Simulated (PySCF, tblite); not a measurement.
# C6H9ClOSi: geometry, infrared bands and NMR shifts

What infrared bands and NMR shifts should C6H9ClOSi (`O=CC1=C[SiH2][C@H]1CCCl`) show?

The runs use tblite 0.8.0 and PySCF 2.14.0, with density-fitted response routines of our own; the level of theory stands in each step. All values are computed, except where a source is named. Atoms are numbered from 0 throughout.

## 1. The molecule as given

18 atoms, charge 0, multiplicity 1; geometry from: force field or distance geometry start.

Bonds of the start (Å): O0–C1 1.27, C1–C2 1.50, C2–C3 1.28, C3–Si4 1.80, Si4–C5 1.78, C5–C6 1.53, C6–C7 1.49, C7–Cl8 1.79, C5–C2 1.44, C1–H9 1.06, C3–H10 1.11, Si4–H11 1.47, Si4–H12 1.47, C5–H13 1.13, C6–H14 1.11, C6–H15 1.13, C7–H16 1.10, C7–H17 1.12.

## 2. Geometry optimisation with GFN2-xTB

What the job is given:

```
{"job": {"kind": "relax", "xc": "GFN2-xTB", "basis": "xTB"}, "charge": 0, "multiplicity": 1}
O     -0.856200     1.963400     1.981400
C     -1.738600     1.358200     1.296000
C     -1.318200     0.183000     0.469900
C     -2.007100    -0.576300    -0.302500
Si    -0.652900    -1.642000    -0.831000
C     -0.022300    -0.407600     0.277900
C      0.946500     0.647700    -0.247000
C      2.336000     0.147500    -0.468000
Cl     3.030400    -0.478500     1.063200
H     -2.741800     1.696600     1.364700
H     -3.091500    -0.609500    -0.550800
H     -0.429900    -1.513200    -2.279300
H     -0.849800    -3.016900    -0.357300
H      0.402700    -0.816000     1.243000
H      0.557800     1.141700    -1.160400
H      0.999700     1.466500     0.531900
H      2.452700    -0.561800    -1.304300
H      2.973800     1.023400    -0.739000
```

Started as:

```bash
> OMP_NUM_THREADS=1 python probes_run.py task.json out
```

One launch serves the whole session: the jobs run in the order shown.

**Question.** This job is followed by: GFN2-xTB harmonic vibrations, gas phase; GIAO PBE0/pcSseg-1 NMR shielding, non-relativistic, gas phase. What will the session give for the following? strongest single infrared mode (GFN2-xTB); zero-point energy (GFN2-xTB); ¹³C shifts against TMS (PBE0/pcSseg-1); ¹H shifts against TMS (PBE0/pcSseg-1); ¹⁷O shifts against H2O (PBE0/pcSseg-1); ²⁹Si shifts against TMS (PBE0/pcSseg-1); ³⁵Cl shifts against HCl (PBE0/pcSseg-1); surface potential, 1st and 99th percentile.

As calculated:

| quantity | value |
| --- | --- |
| strongest single infrared mode (GFN2-xTB) | 1730 cm⁻¹, 314 km/mol |
| zero-point energy (GFN2-xTB) | 81.0 kcal/mol |
| ¹³C shifts against TMS (PBE0/pcSseg-1) | 194.3, 171.9, 161.4, 52.4, 37.0, 34.5 ppm |
| ¹H shifts against TMS (PBE0/pcSseg-1) | 9.98, 7.27, 4.95, 4.62, 3.87, 3.31, 3.24, 3.17, 1.38 ppm |
| ¹⁷O shifts against H2O (PBE0/pcSseg-1) | 706.3 ppm |
| ²⁹Si shifts against TMS (PBE0/pcSseg-1) | -45.2 ppm |
| ³⁵Cl shifts against HCl (PBE0/pcSseg-1) | 78 ppm |
| surface potential, 1st and 99th percentile | -1.53 V and 1.48 V |

In words: Relaxing lowered the energy by 1.255 eV in 76 steps; the close pair that moved most is Si4–C5, from 1.775 to 1.936 Å. All 48 modes are real, so the xTB geometry is a minimum. The strongest single mode, at 1730 cm⁻¹, moves mainly C1 and O0. GFN2-xTB is a fitted tight-binding method: band positions and strengths are rough. Its intensities can rank the bands wrongly. The most deshielded carbon is C1 (aldehyde carbonyl carbon), at 194.3 ppm: the double bond to the heteroatom, with no lone-pair donor beside it, deshields it most. H9 (hydrogen on an aldehyde carbonyl carbon) lies farthest downfield among hydrogen, at 9.98 ppm; deshielded by the polar, anisotropic C=O bond. At PBE0/pcSseg-1: The widest tensor belongs to O0: span 1434 ppm, with a paramagnetic part of -773 ppm. At PBE0/pcSseg-1, counted by nearest atom on the grid, the HOMO lies on O0 52 %; H9 13 %, the LUMO on C1, C3 about 24 % each; O0 21 %.
